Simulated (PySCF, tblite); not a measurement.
# C₄H₈OSe: dynamics, then NMR shifts on frames, part 2 of 2

tblite 0.8.0 and PySCF 2.14.0. Atoms count from 0. The steps go on from the part before.

## 5. Nuclear shieldings: 625 fs, PBE0/pcSseg-1

What the job is given:

```
{"job": {"kind": "nmr", "xc": "PBE0", "basis": "pcSseg-1", "pop": false}, "charge": 0, "multiplicity": 1}
C     -2.408300    -0.081300    -0.989800
Se    -0.956000     1.251700    -1.075800
C      0.249400     0.617500     0.360200
C      1.201000    -0.509800    -0.031200
C      2.096500    -0.946200     1.098400
O      1.953500    -0.565700     2.237800
H     -2.194400    -1.142400    -0.866500
H     -2.957200    -0.017000    -1.917900
H     -3.120600     0.351800    -0.216800
H     -0.321800     0.271900     1.228600
H      0.856800     1.467600     0.646800
H      0.684000    -1.495300    -0.397100
H      1.782100    -0.231500    -0.921000
H      3.032000    -1.451000     0.572200
```

Method: GIAO PBE0/pcSseg-1 NMR shielding, non-relativistic, gas phase.

What it wrote:

```text
coarse grid: 53008 points
cycle   1  E = -2633.0126579357  dE = -5.270e-01  |g| = 1.001e+00  |ddm| = 3.374e+00
cycle   2  E = -2632.5596136073  dE =  4.530e-01  |g| = 1.733e+00  |ddm| = 2.089e+00
cycle   3  E = -2633.1226485745  dE = -5.630e-01  |g| = 3.337e-01  |ddm| = 1.780e+00
cycle   4  E = -2633.1413726721  dE = -1.872e-02  |g| = 8.303e-02  |ddm| = 2.451e-01
cycle   5  E = -2633.1423450440  dE = -9.724e-04  |g| = 2.845e-02  |ddm| = 9.092e-02
cycle   6  E = -2633.1425587314  dE = -2.137e-04  |g| = 6.030e-03  |ddm| = 3.565e-02
cycle   7  E = -2633.1425667763  dE = -8.045e-06  |g| = 2.110e-03  |ddm| = 6.263e-03
final grid: 112096 points
cycle   8  E = -2633.1425852045  dE =  1.348e-06  |g| = 3.378e-03  |ddm| = 4.665e-03
cycle   9  E = -2633.1425796148  dE =  5.590e-06  |g| = 6.340e-03  |ddm| = 6.701e-03
cycle  10  E = -2633.1425875472  dE = -7.932e-06  |g| = 7.337e-04  |ddm| = 4.498e-03
cycle  11  E = -2633.1425876601  dE = -1.129e-07  |g| = 6.099e-05  |ddm| = 5.294e-04
cycle  12  E = -2633.1425876611  dE = -9.518e-10  |g| = 1.371e-05  |ddm| = 7.096e-05
converged SCF energy = -2633.1425876611

GIAO shielding tensors (ppm)
atom      isotropic    diamagn.    paramagn.     s11        s22        s33       span
  0 C      172.572     243.094     -70.522    147.787    176.240    193.689     45.901
  1 Se    1624.949    2997.726   -1372.776   1405.680   1452.972   2016.196    610.516
  2 C      155.409     247.591     -92.182    141.918    147.042    177.266     35.348
  3 C      122.778     253.729    -130.951     85.007    106.998    176.330     91.322
  4 C      -24.114     249.612    -273.727   -124.990    -37.180     89.827    214.817
  5 O     -353.396     400.142    -753.538   -977.906   -448.802    366.520   1344.426
  6 H       29.870      29.591       0.280     24.399     28.001     37.211     12.812
  7 H       30.461      27.894       2.567     24.764     27.094     39.526     14.762
  8 H       27.650      27.088       0.562     20.066     25.775     37.109     17.043
  9 H       28.494      31.953      -3.458     22.026     28.114     35.344     13.318
 10 H       29.562      31.670      -2.108     23.401     28.677     36.607     13.207
 11 H       27.498      30.585      -3.086     24.941     26.502     31.052      6.111
 12 H       28.521      31.800      -3.279     24.989     27.178     33.395      8.406
 13 H       20.199      23.713      -3.513     15.120     18.508     26.970     11.849
```

Wall time 41 s (1 thread of Intel Xeon at 2.50GHz, shared host); peak memory 0.87 GiB.

In short: δ C4 211.0, C3 64.1, C2 31.5, C0 14.4, H13 11.52, H11 4.22 ppm.

## 6. NMR shieldings: 800 fs, PBE0/pcSseg-1

What the job is given:

```
{"job": {"kind": "nmr", "xc": "PBE0", "basis": "pcSseg-1", "pop": false}, "charge": 0, "multiplicity": 1}
C     -2.024200    -0.375900    -1.045000
Se    -0.784700     1.254300    -0.996900
C      0.357600     0.703700     0.467800
C      1.336100    -0.368600     0.171400
C      2.129900    -0.818400     1.372800
O      1.729100    -0.528800     2.495200
H     -1.464800    -1.021200    -1.681400
H     -2.939200    -0.131800    -1.519600
H     -2.175200    -0.887700    -0.144000
H     -0.215900     0.364100     1.329500
H      0.910500     1.616900     0.726000
H      0.749700    -1.272200    -0.065900
H      1.982500    -0.217600    -0.669400
H      3.124900    -1.307600     1.258500
```

Level: GIAO PBE0/pcSseg-1 NMR shielding, non-relativistic, gas phase.

What it wrote:

```text
coarse grid: 53008 points
cycle   1  E = -2633.0072931350  dE = -3.849e-01  |g| = 1.025e+00  |ddm| = 3.407e+00
cycle   2  E = -2632.5502321849  dE =  4.571e-01  |g| = 1.748e+00  |ddm| = 2.331e+00
cycle   3  E = -2633.1260035200  dE = -5.758e-01  |g| = 3.360e-01  |ddm| = 2.007e+00
cycle   4  E = -2633.1451425464  dE = -1.914e-02  |g| = 8.826e-02  |ddm| = 2.582e-01
cycle   5  E = -2633.1463012391  dE = -1.159e-03  |g| = 2.910e-02  |ddm| = 9.892e-02
cycle   6  E = -2633.1465285090  dE = -2.273e-04  |g| = 6.232e-03  |ddm| = 3.697e-02
cycle   7  E = -2633.1465371617  dE = -8.653e-06  |g| = 1.995e-03  |ddm| = 6.065e-03
final grid: 112096 points
cycle   8  E = -2633.1466077442  dE =  1.265e-06  |g| = 3.340e-03  |ddm| = 4.761e-03
cycle   9  E = -2633.1466015396  dE =  6.205e-06  |g| = 6.654e-03  |ddm| = 7.092e-03
cycle  10  E = -2633.1466099291  dE = -8.390e-06  |g| = 5.939e-04  |ddm| = 4.814e-03
cycle  11  E = -2633.1466100052  dE = -7.612e-08  |g| = 2.804e-05  |ddm| = 4.298e-04
cycle  12  E = -2633.1466100054  dE = -1.469e-10  |g| = 1.322e-05  |ddm| = 4.617e-05
converged SCF energy = -2633.1466100054

GIAO shielding tensors (ppm)
atom      isotropic    diamagn.    paramagn.     s11        s22        s33       span
  0 C      175.658     247.879     -72.222    140.486    186.829    199.658     59.172
  1 Se    1620.912    2997.809   -1376.897   1363.293   1438.327   2061.116    697.823
  2 C      158.817     247.154     -88.337    147.788    149.762    178.900     31.113
  3 C      137.300     252.466    -115.165    115.454    119.041    177.405     61.951
  4 C      -32.157     246.688    -278.845   -137.323    -51.275     92.126    229.448
  5 O     -423.646     401.073    -824.719  -1130.404   -523.559    383.024   1513.428
  6 H       29.330      30.919      -1.588     21.847     28.082     38.062     16.216
  7 H       30.897      29.389       1.508     25.113     27.383     40.196     15.084
  8 H       31.722      31.656       0.067     26.289     29.571     39.307     13.017
  9 H       28.303      31.425      -3.122     21.260     27.731     35.918     14.658
 10 H       29.443      30.625      -1.182     22.932     28.290     37.108     14.176
 11 H       29.251      32.450      -3.199     25.364     29.078     33.312      7.948
 12 H       29.357      31.698      -2.341     25.862     27.817     34.392      8.530
 13 H       20.871      25.452      -4.581     19.354     19.699     23.561      4.208
```

Run time: 45 s. Hardware: 1 thread of Intel Xeon at 2.50GHz, shared host; peak memory 0.87 GiB.

This run: δ C4 219.1, C3 49.6, C2 28.1, C0 11.3, H13 10.85, H9 3.41 ppm.

## 7. Shielding tensors: 1000 fs, PBE0/pcSseg-1

What the job is given:

```
{"job": {"kind": "nmr", "xc": "PBE0", "basis": "pcSseg-1", "pop": false}, "charge": 0, "multiplicity": 1}
C     -2.100600     0.052200    -0.409100
Se    -0.700800     1.187600    -1.170700
C      0.604500     0.684000     0.265800
C      1.406700    -0.561900     0.114800
C      2.007600    -0.930500     1.444900
O      2.020500    -0.324400     2.450100
H     -3.008400     0.091500    -0.945600
H     -2.296400     0.364900     0.617500
H     -1.788300    -0.974200    -0.246500
H     -0.110000     0.549100     1.140200
H      1.296800     1.562400     0.466000
H      0.707800    -1.324100    -0.196500
H      2.102700    -0.543200    -0.686000
H      2.569200    -1.908700     1.444200
```

Level: GIAO PBE0/pcSseg-1 NMR shielding, non-relativistic, gas phase.

What it wrote:

```text
coarse grid: 53008 points
cycle   1  E = -2633.0237173141  dE = -3.491e-01  |g| = 9.907e-01  |ddm| = 3.414e+00
cycle   2  E = -2632.7104872957  dE =  3.132e-01  |g| = 1.533e+00  |ddm| = 2.170e+00
cycle   3  E = -2633.1283831888  dE = -4.179e-01  |g| = 3.139e-01  |ddm| = 1.829e+00
cycle   4  E = -2633.1450160862  dE = -1.663e-02  |g| = 7.490e-02  |ddm| = 2.560e-01
cycle   5  E = -2633.1458502534  dE = -8.342e-04  |g| = 2.404e-02  |ddm| = 8.250e-02
cycle   6  E = -2633.1460040589  dE = -1.538e-04  |g| = 5.902e-03  |ddm| = 3.150e-02
cycle   7  E = -2633.1460122054  dE = -8.147e-06  |g| = 1.840e-03  |ddm| = 5.999e-03
final grid: 112096 points
cycle   8  E = -2633.1460269028  dE =  8.240e-07  |g| = 2.770e-03  |ddm| = 4.628e-03
cycle   9  E = -2633.1460238575  dE =  3.045e-06  |g| = 4.817e-03  |ddm| = 5.817e-03
cycle  10  E = -2633.1460285289  dE = -4.671e-06  |g| = 5.333e-04  |ddm| = 3.824e-03
cycle  11  E = -2633.1460285867  dE = -5.784e-08  |g| = 6.530e-05  |ddm| = 4.230e-04
cycle  12  E = -2633.1460285877  dE = -9.913e-10  |g| = 1.604e-05  |ddm| = 7.815e-05
converged SCF energy = -2633.1460285877

GIAO shielding tensors (ppm)
atom      isotropic    diamagn.    paramagn.     s11        s22        s33       span
  0 C      170.123     249.119     -78.996    140.939    173.772    195.659     54.720
  1 Se    1638.094    2997.777   -1359.684   1244.693   1501.301   2168.286    923.593
  2 C      144.557     249.276    -104.720    127.831    135.969    169.871     42.040
  3 C      143.230     254.142    -110.912    112.227    128.304    189.159     76.932
  4 C      -11.107     242.033    -253.140    -99.930    -27.552     94.161    194.091
  5 O     -341.198     401.222    -742.420   -983.688   -427.204    387.296   1370.984
  6 H       30.835      29.641       1.194     25.043     26.802     40.659     15.616
  7 H       30.137      30.497      -0.361     24.810     27.420     38.181     13.371
  8 H       30.151      31.392      -1.241     24.433     28.412     37.607     13.174
  9 H       28.298      32.032      -3.733     22.111     28.374     34.409     12.298
 10 H       27.720      29.906      -2.185     21.378     27.239     34.544     13.167
 11 H       29.262      32.703      -3.441     24.413     29.435     33.938      9.525
 12 H       29.468      30.875      -1.407     26.308     27.902     34.195      7.888
 13 H       21.598      24.531      -2.933     18.558     20.342     25.893      7.335
```

Wall time 42 s (1 thread of Intel Xeon at 2.50GHz, shared host); peak memory 0.87 GiB.

In short: δ C4 198.0, C3 43.7, C2 42.4, C0 16.8, H13 10.12, H10 4.00 ppm.

## 8. Comparing the runs: NMR shifts

Shifts (ppm) of some atoms, chosen among heavy atoms and hydrogens apart, with basis size and wall time:

```
  frame     C4    C3    C2   H11     H8  Se1     O5  functions  time
 250 fs  207.9  55.9  30.4  3.91   1.31  250  726.9        166  54 s
 425 fs  221.8  52.3  27.0  1.96   2.63  126  767.7        166  34 s
 625 fs  211.0  64.1  31.5  4.22   4.07  133  689.5        166  41 s
 800 fs  219.1  49.6  28.1  2.47  -0.01  137  759.7        166  45 s
1000 fs  198.0  43.7  42.4  2.46   1.57  120  677.3        166  42 s
```

## 9. Summary of results

What follows sums up all 2 parts.

| quantity | value |
| --- | --- |
| thermostat | 300 K |
| mean temperature, second half | 299 K |
| mean potential energy above the minimum | 0.48 eV |
| 13C shifts against TMS (PBE0/pcSseg-1, 250 fs) | 207.9, 55.9, 30.4, 11.9 ppm |
| 1H shifts against TMS (PBE0/pcSseg-1, 250 fs) | 9.88, 3.91, 2.74, 2.33, 1.72, 1.60, 1.53, 1.31 ppm |
| 77Se shifts against Me2Se (PBE0/pcSseg-1, 250 fs) | 250 ppm |
| 17O shifts against H2O (PBE0/pcSseg-1, 250 fs) | 726.9 ppm |
| surface potential, 1st and 99th percentile | -1.46 V and 1.25 V |
| range of the shift of Se1 | 120 to 250 ppm |

In words: In the second half the potential energy averages 0.48 eV above the minimum; equipartition over 36 harmonic modes at 300 K would give 0.47 eV. With 14 atoms the temperature swings widely (164 to 398 K). Shifts at one fixed geometry are not the observed spectrum, which averages over the motion. In the first frame run (250 fs): The widest tensor belongs to O5: span 1474 ppm, with a paramagnetic part of -791 ppm. At PBE0/pcSseg-1, counted by nearest atom on the grid, the HOMO lies on Se1 79 %, the LUMO on C4 44 %; O5 33 %. In ppm, Se1 moves most: its shift spreads over 130 ppm, from 120 (1000 fs) to 250 (250 fs). Spin-orbit coupling is left out, which matters for shieldings and couplings at and beside the heavy atoms.
